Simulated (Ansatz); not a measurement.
# SrHf2O5: the cost of one run

Method: DFT PBE, scalar-relativistic, plane waves, PAW, unless a step names another level, in Ansatz 0.2.0.

11 further runs of the same task are left out: 11 set aside as unsound or not needed.

## (1) Plan

Pauling electronegativities: Sr 0.95, Hf 1.30, O 3.44 (spread 2.49). The formula balances with common oxidation states: Hf +4, Sr +2, O -2. Tabulated atomic sizes suggest about 14 Å³/atom. 26 candidates were drawn, by swapping species into database cells of other compounds, at random by space group and Wyckoff sites, or by hand, as the table says; time allowed 24 of them to run, and these are listed.

```csv
name,made from,space group no.,Wyckoff sites,atoms (primitive cell),V (Å³/atom)
c01,random,191,"Sr 1a; Hf 2c; O 3f, 2d",8,17.3
c02,random,187,"Sr 1f; Hf 1b, 1e; O 3k, 2g",8,17.8
c03,random,191,"Sr 1b; Hf 2c; O 2e, 3g",8,15.0
c04,built by hand: CaV2O5 (alpha'-NaV2O5),59,"Sr 2b; Hf 4e; O 4e, 2a, 4e",16,13.7
c05,database cell of LuAl2Pd5,139,"Sr 2a; Hf 4e; O 8g, 2b",8,14.1
c06,random,216,"Sr 4b; Hf 4c, 4a; O 16e, 4d",8,17.5
c07,built by hand: ordered pseudobrookite (MgTi2O5),63,"Sr 4c; Hf 8f; O 8f, 8f, 4c",16,13.7
c08,random,99,"Sr 1a; Hf 1b, 1a; O 2c, 2c, 1a",8,16.8
c09,random,123,"Sr 1b; Hf 1d, 1c; O 4i, 1a",8,14.5
c10,random,12,"Sr 2a; Hf 4f; O 2b, 8j",8,14.5
c11,random,216,"Sr 4c; Hf 4b, 4a; O 16e, 4d",8,16.3
c12,built by hand: perovskite intergrowth with double HfO2 layers,65,"Sr 2a; Hf 4j; O 4i, 4j, 2c",8,13.7
c13,random,191,"Sr 1a; Hf 2d; O 4h, 1b",8,14.5
c14,database cell of Li2BiF5,87,"Sr 2a; Hf 4d; O 8h, 2b",8,16.1
c15,random,191,"Sr 1a; Hf 2c; O 4h, 1b",8,14.0
c16,random,191,"Sr 1a; Hf 2d; O 3g, 2c",8,14.0
c17,database cell of Li2AgF5,1,"Sr 1a; Hf 1a, 1a; O 1a, 1a, 1a, 1a, 1a",8,15.2
c18,random,139,"Sr 2a; Hf 4d; O 8h, 2b",8,16.2
c19,database cell of Sr2H5Rh,107,"Sr 2a; Hf 4b; O 8c, 2a",8,14.0
c20,random,191,"Sr 1b; Hf 2c; O 2e, 2d, 1a",8,14.7
c23,database cell of K2AlF5,123,"Sr 1a; Hf 2e; O 4j, 1b",8,12.6
c24,database cell of NaLi5N2,123,"Sr 1d; Hf 1c, 1b; O 4i, 1a",8,12.8
c25,built by hand: layer-ordered oxygen-deficient fluorite,119,"Sr 2a; Hf 4e; O 4f, 4f, 2d",8,13.7
c26,database cell of Na5LiN2,5,"Sr 2a; Hf 4c; O 2b, 2a, 2b, 4c",8,13.7
```

## (2) Screening run of c07

input.yaml reads:

```yaml
crystal:
  lattice:
    - [2.0, -5.2, 0.0]
    - [2.0, 5.2, 0.0]
    - [0.0, 0.0, 10.55]
  atoms:
    - { symbol: Sr, position: [0.19, 0.81, 0.25] }
    - { symbol: Sr, position: [0.81, 0.19, 0.75] }
    - { symbol: Hf, position: [0.865, 0.135, 0.065] }
    - { symbol: Hf, position: [0.865, 0.135, 0.435] }
    - { symbol: Hf, position: [0.135, 0.865, 0.935] }
    - { symbol: Hf, position: [0.135, 0.865, 0.565] }
    - { symbol: O, position: [0.048, 0.952, 0.115] }
    - { symbol: O, position: [0.048, 0.952, 0.385] }
    - { symbol: O, position: [0.312, 0.688, 0.43] }
    - { symbol: O, position: [0.312, 0.688, 0.07] }
    - { symbol: O, position: [0.952, 0.048, 0.885] }
    - { symbol: O, position: [0.952, 0.048, 0.615] }
    - { symbol: O, position: [0.688, 0.312, 0.93] }
    - { symbol: O, position: [0.688, 0.312, 0.57] }
    - { symbol: O, position: [0.235, 0.765, 0.75] }
    - { symbol: O, position: [0.765, 0.235, 0.25] }
basis:
  ecutwfc: 420
kpoints:
  mp_grid: { grid: [3, 3, 1] }
hamiltonian:
  xc: pbe
scf:
  occupations: { method: gaussian, width: 0.15 }
  lower_state_search: "off"
output:
  forces: true
  stress: true
  eigenvalues: true
relax:
  adjacent_minimum: "off"
  f_tol: 0.08
  max_steps: 16
  cell: { stress_tol: 0.8 }
```

The run is started by

```console
> ansatz run input.yaml --threads 1 --pin off --max-ram 2560MiB --backend cpu --events-out ev --progress --plain --runs-dir out
```

Q: Estimate wall time and peak memory on 1 thread of AMD EPYC 9R45 (Zen 5), shared host.

About 31 s, with a peak of 0.66 GiB.
